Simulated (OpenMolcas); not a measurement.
# One shape, several levels: C3H9Sb (trimethylantimony)

Aim: a comparison of 5 runs (HF/def2-SVP, M06-L/def2-SVP, TPSS/def2-SVP, r2SCAN/def2-SVP, CCSD(T)/def2-SVP) of C3H9Sb (trimethylantimony). 

The results are computed with OpenMolcas 26.06.

1 further run of the same task is left out (it didn't finish).

## Step 1: Starting point

C3H9Sb has 13 atoms, charge 0, and is taken as a singlet. As SMILES, `C[Sb](C)C`. The shape is that of a PBE0-D4/def2-TZVP optimisation.

Bond lengths: C1–Sb2 2.157 Å, Sb2–C3 2.157 Å, Sb2–C4 2.157 Å, C1–H5 1.091 Å, C1–H6 1.091 Å, C1–H7 1.091 Å, C3–H8 1.091 Å, C3–H9 1.091 Å, C3–H10 1.091 Å, C4–H11 1.091 Å, C4–H12 1.091 Å, C4–H13 1.091 Å. Some angles: C1–Sb2–C3 94.6°, C1–Sb2–C4 94.6°, C3–Sb2–C4 94.6°, Sb2–C1–H5 109.7°, Sb2–C1–H6 110.0°, Sb2–C1–H7 109.7°, Sb2–C3–H8 110.0°, Sb2–C3–H9 109.7°, Sb2–C3–H10 109.7°, Sb2–C4–H11 109.7°.

## Step 2: Energy and gradient at HF/def2-SVP (core potential) (run 1)

The input, test.input:

```
* C3H9Sb Hartree-Fock
&GATEWAY
BasLib
$CurrDir
Coord
13
angstrom
C       -0.627060       1.613630      -0.596750
Sb       0.652600      -0.078480      -0.986730
C        1.547960      -0.074710       0.975700
C       -0.846730      -1.547890      -0.491030
H       -0.031480       2.527050      -0.572700
H       -1.133390       1.486100       0.361170
H       -1.370260       1.702910      -1.390050
H        0.772940       0.002250       1.739680
H        2.112440      -0.996110       1.124100
H        2.230910       0.770880       1.066340
H       -0.382820      -2.531060      -0.402650
H       -1.598280      -1.586820      -1.280530
H       -1.326820      -1.287750       0.453470
Basis
def2-SVP
Group
NoSym
&SEWARD
&SCF
Thresholds
1e-10 1e-07 1e-07 1e-05
PrOrbitals
1
&ALASKA
```

The basis set def2-SVP is read from a file made from the Basis Set Exchange's data (not shown).

On the command line:

```sh
$ export MOLCAS_MEM=1860
$ pymolcas test.input > test.log
```

Output:

```text
--- Start Module: gateway ---
[...]
--- Stop Module: gateway /rc=_RC_ALL_IS_WELL_ ---
[...]
      Basis functions          113
[...]
--- Start Module: scf ---
[...]
       Convergence after  11 Iterations
[...]
::    Total SCF energy                               -357.9947022080
[...]
      Total spin, S                                     0.0000000000
[...]
      Total electronic charge=   50.000000
      Total            charge=   -0.000000
[...]
      Dipole Moment (debye):
      Origin of the operator (angstrom)=    0.4763   -0.0573   -0.7202
                   X= -3.6155E-01               Y=  4.3303E-02               Z=  5.4681E-01           Total=  6.5696E-01
      Quadrupole Moment (debye*angstrom):
[...]
--- Stop Module: scf /rc=_RC_ALL_IS_WELL_ ---
[...]
--- Start Module: alaska ---
[...]
 *              Molecular gradients               *
 **************************************************
  Irreducible representation: a
 ------------------------------------------------------------------------------------------
                              X                       Y                       Z
 ------------------------------------------------------------------------------------------
  C1                1.16057897577360E-03   -2.67522688382549E-03    8.00744974639001E-04
  SB2              -2.01665097305792E-03    2.39836321196396E-04    3.05403949529826E-03
  C3               -2.43932557678850E-03    1.10560057324488E-04   -1.79930515020477E-03
  C4                1.51887298870790E-03    2.54472626201174E-03    6.29169290729426E-04
  H5                9.75484736930099E-04   -5.89300552818361E-04   -1.33787261412367E-04
  H6                1.96975648753650E-04   -8.63832241426075E-04    5.53572090025156E-04
  H7                3.65410078335682E-04   -9.64007152984947E-04   -5.03035581820299E-04
  H8               -9.96535130904252E-04    5.37209030913588E-05   -3.07997395614379E-04
[...]
--- Stop Module: alaska /rc=_RC_ALL_IS_WELL_ ---
[...]
```

Run time: 40 s. Hardware: 1 thread of AMD EPYC 7R43 (Zen 3), shared host; peak memory 0.67 GiB.

## Step 3: Energy and forces at M06-L/def2-SVP (core potential) (run 2)

The input, calc.inp:

```
&GATEWAY
  BASLIB = $CurrDir
  COORD
  13
  angstrom
  C       -0.627060       1.613630      -0.596750
  Sb       0.652600      -0.078480      -0.986730
  C        1.547960      -0.074710       0.975700
  C       -0.846730      -1.547890      -0.491030
  H       -0.031480       2.527050      -0.572700
  H       -1.133390       1.486100       0.361170
  H       -1.370260       1.702910      -1.390050
  H        0.772940       0.002250       1.739680
  H        2.112440      -0.996110       1.124100
  H        2.230910       0.770880       1.066340
  H       -0.382820      -2.531060      -0.402650
  H       -1.598280      -1.586820      -1.280530
  H       -1.326820      -1.287750       0.453470
  BASIS = def2-SVP
  GROUP = NoSym

&SEWARD
  GRIDINPUT
  Grid=UltraFine
  End of Grid

&SCF
  KSDFT = M06L
  THRESHOLDS = 1e-10 1e-07 1e-07 1e-05
  PRORBITALS = 1 2

&ALASKA
```

The basis set def2-SVP is read from a file made from the Basis Set Exchange's data (not shown).

On the command line:

```sh
$ export MOLCAS_MEM=1860
$ pymolcas calc.inp > calc.log
```

Output:

```text
--- Start Module: gateway ---
[...]
--- Stop Module: gateway /rc=_RC_ALL_IS_WELL_ ---
[...]
      Basis functions          113
[...]
--- Start Module: scf ---
[...]
       Convergence after  13 Iterations
[...]
::    Total KS-DFT energy                            -360.0307992977
[...]
      Total spin, S                                     0.0000000000
[...]
      Total electronic charge=   50.000000
      Total            charge=   -0.000000
[...]
      Dipole Moment (debye):
      Origin of the operator (angstrom)=    0.4763   -0.0573   -0.7202
                   X= -2.2278E-01               Y=  2.6731E-02               Z=  3.3687E-01           Total=  4.0476E-01
      Quadrupole Moment (debye*angstrom):
[...]
--- Stop Module: scf /rc=_RC_ALL_IS_WELL_ ---
[...]
--- Start Module: alaska ---
[...]
 *              Molecular gradients               *
 **************************************************
  Irreducible representation: a
 ------------------------------------------------------------------------------------------
                              X                       Y                       Z
 ------------------------------------------------------------------------------------------
  C1               -3.91199826153432E-04    1.27960832930984E-03   -5.82267566129252E-04
  SB2              -8.23937363970018E-03    1.01858326995274E-03    1.24523880200513E-02
  C3                1.31289392109402E-03   -6.93868775895334E-05    6.40006833554807E-04
  C4               -5.90578675295106E-04   -1.23872346881537E-03   -5.20492569369146E-04
  H5               -1.63582541077467E-03   -4.84323643196483E-03   -3.15441712572043E-04
  H6                3.03389391253273E-03   -5.23159456109815E-04   -4.46613398444740E-03
  H7                3.85967146939947E-03   -1.48111808099560E-03    3.02337830314059E-03
  H8                2.83404247685448E-03   -3.51658524790355E-04   -4.60736337148493E-03
[...]
--- Stop Module: alaska /rc=_RC_ALL_IS_WELL_ ---
[...]
```

Wall time 2.5 min (1 thread of AMD EPYC 7R43 (Zen 3), shared host); peak memory 0.67 GiB.

## Step 4: Energy and gradient at TPSS/def2-SVP (core potential) (run 3)

The input, calc.inp:

```
* C3H9Sb Kohn-Sham DFT

&GATEWAY
 BasLib
 $CurrDir
 Coord
 13
 angstrom
 C       -0.627060       1.613630      -0.596750
 Sb       0.652600      -0.078480      -0.986730
 C        1.547960      -0.074710       0.975700
 C       -0.846730      -1.547890      -0.491030
 H       -0.031480       2.527050      -0.572700
 H       -1.133390       1.486100       0.361170
 H       -1.370260       1.702910      -1.390050
 H        0.772940       0.002250       1.739680
 H        2.112440      -0.996110       1.124100
 H        2.230910       0.770880       1.066340
 H       -0.382820      -2.531060      -0.402650
 H       -1.598280      -1.586820      -1.280530
 H       -1.326820      -1.287750       0.453470
 Basis
 def2-SVP
 Group
 NoSym

&SEWARD
 GridInput
 Grid=UltraFine
 End of Grid

&SCF
 KSDFT
 2
 1.0 MGGA_X_TPSS
 1.0 MGGA_C_TPSS
 Thresholds
 1e-10 1e-07 1e-07 1e-05
 PrOrbitals
 1 2

&ALASKA
```

The basis set def2-SVP is read from a file made from the Basis Set Exchange's data (not shown).

On the command line:

```sh
$ export MOLCAS_MEM=1860
$ pymolcas calc.inp > calc.log
```

Output:

```text
--- Start Module: gateway ---
[...]
--- Stop Module: gateway /rc=_RC_ALL_IS_WELL_ ---
[...]
      Basis functions          113
[...]
--- Start Module: scf ---
[...]
       Convergence after  13 Iterations
[...]
::    Total KS-DFT energy                            -359.8200969068
[...]
      Total spin, S                                     0.0000000000
[...]
      Total electronic charge=   50.000000
      Total            charge=   -0.000000
[...]
      Dipole Moment (debye):
      Origin of the operator (angstrom)=    0.4763   -0.0573   -0.7202
                   X= -3.8237E-01               Y=  4.5881E-02               Z=  5.7820E-01           Total=  6.9471E-01
      Quadrupole Moment (debye*angstrom):
[...]
--- Stop Module: scf /rc=_RC_ALL_IS_WELL_ ---
[...]
--- Start Module: alaska ---
[...]
 *              Molecular gradients               *
 **************************************************
  Irreducible representation: a
 ------------------------------------------------------------------------------------------
                              X                       Y                       Z
 ------------------------------------------------------------------------------------------
  C1                1.07612116332589E-03   -8.80434784033213E-04   -8.77064108946585E-04
  SB2              -9.97121987252747E-03    1.21933812284736E-03    1.50966436295850E-02
  C3                3.36074857276714E-06   -5.34780318272865E-05   -1.63787944735549E-03
  C4                1.16979778070547E-03    6.64454207496945E-04   -9.10801428098074E-04
  H5               -4.43168464904486E-03   -7.09701051385547E-03   -1.68674995234000E-04
  H6                4.18205290481932E-03    4.02859244761123E-04   -7.25968536613486E-03
  H7                5.73134244102302E-03   -8.39115678585411E-04    6.03742196352908E-03
  H8                5.48435207421782E-03   -5.78350388440230E-04   -6.31898990619106E-03
[...]
--- Stop Module: alaska /rc=_RC_ALL_IS_WELL_ ---
[...]
```

Run time: 2.2 min. Hardware: 1 thread of AMD EPYC 7R43 (Zen 3), shared host; peak memory 0.68 GiB.

Run 4 isn't shown in full; the table further down has it.

## Step 5: The energy at CCSD(T)/def2-SVP (Cholesky decomposition, core potential) (run 5)

The input, calc.input:

```
* C3H9Sb CCSD(T)

&GATEWAY
  BasLib=$CurrDir
  Coord
  13
  angstrom
  C       -0.627060       1.613630      -0.596750
  Sb       0.652600      -0.078480      -0.986730
  C        1.547960      -0.074710       0.975700
  C       -0.846730      -1.547890      -0.491030
  H       -0.031480       2.527050      -0.572700
  H       -1.133390       1.486100       0.361170
  H       -1.370260       1.702910      -1.390050
  H        0.772940       0.002250       1.739680
  H        2.112440      -0.996110       1.124100
  H        2.230910       0.770880       1.066340
  H       -0.382820      -2.531060      -0.402650
  H       -1.598280      -1.586820      -1.280530
  H       -1.326820      -1.287750       0.453470
  Basis=def2-SVP
  Group=NoSym

&SEWARD
  High

&SCF
  Thresholds=1e-10 1e-07 1e-07 1e-05
  PrOrbitals=1 1

&CHCC
  Frozen=7
  Threshold=1e-08
  MaxIterations=80

&CHT3
  Frozen=7
```

The basis set def2-SVP is read from a file made from the Basis Set Exchange's data (not shown).

On the command line:

```sh
$ export MOLCAS_MEM=1860
$ pymolcas calc.input > calc.log
```

Output:

```text
--- Start Module: gateway ---
[...]
--- Stop Module: gateway /rc=_RC_ALL_IS_WELL_ ---
[...]
      Basis functions          113
[...]
       Convergence after  11 Iterations
[...]
::    Total SCF energy                               -357.9947020698
[...]
      Total spin, S                                     0.0000000000
[...]
      Total electronic charge=   50.000000
      Total            charge=   -0.000000
[...]
      Dipole Moment (debye):
      Origin of the operator (angstrom)=    0.4763   -0.0573   -0.7202
                   X= -3.6155E-01               Y=  4.3303E-02               Z=  5.4681E-01           Total=  6.5696E-01
      Quadrupole Moment (debye*angstrom):
[...]
--- Start Module: chcc ---
[...]
--- Stop Module: chcc /rc=_RC_ALL_IS_WELL_ ---
[...]
--- Start Module: cht3 ---
[...]
--- Stop Module: cht3 /rc=_RC_ALL_IS_WELL_ ---
[...]
```

Run time: 22 min. Hardware: 1 thread of AMD EPYC 7R43 (Zen 3), shared host; peak memory 0.33 GiB.

## Step 6: Overview of the runs

```tsv
run	level	integration grid	integral approximation	energy (Eh)	dipole moment (D) of the reference	HOMO energy (eV)	LUMO energy (eV)	wall time
1	HF/def2-SVP (core potential)	–	none	-357.994702	0.66	-8.54	3.66	40 s
2	M06-L/def2-SVP (core potential)	UltraFine	none	-360.030799	0.40	-5.38	0.25	2.5 min
3	TPSS/def2-SVP (core potential)	UltraFine	none	-359.820097	0.69	-5.39	0.04	2.2 min
4	r2SCAN/def2-SVP (core potential)	UltraFine	none	-359.895766	0.72	-5.55	0.16	2.4 min
5	CCSD(T)/def2-SVP (Cholesky decomposition, core potential)	–	CD high	-358.638595	0.66	-8.54	3.66	22 min
```

## Step 7: Results

| quantity | value |
| --- | --- |
| run 5: total energy | -358.63859 Eh |
| run 5: dipole moment (mean-field density) | 0.66 D |
| run 5: HOMO energy (Hartree–Fock orbitals) | -8.54 eV |
| run 5: LUMO energy (Hartree–Fock orbitals) | 3.66 eV |
| run 5: HOMO–LUMO gap (Hartree–Fock orbitals) | 12.20 eV |
| run 5: correlation energy (7 core orbitals frozen) | -643.9 mEh |
| run 5: (T) correction | -18.90 mEh |

In words: Over runs 1, 2, 3, 4 the dipole moment (its size) runs from 0.40 D (M06-L/def2-SVP) to 0.72 D (r2SCAN/def2-SVP). Over runs 1, 2, 3, 4 the HOMO–LUMO gap runs from 5.43 eV (TPSS/def2-SVP) to 12.20 eV (HF/def2-SVP). Exact exchange widens orbital gaps. Totals of different functionals can't be ranked against each other. All runs together took 29 min, the longest 22 min.
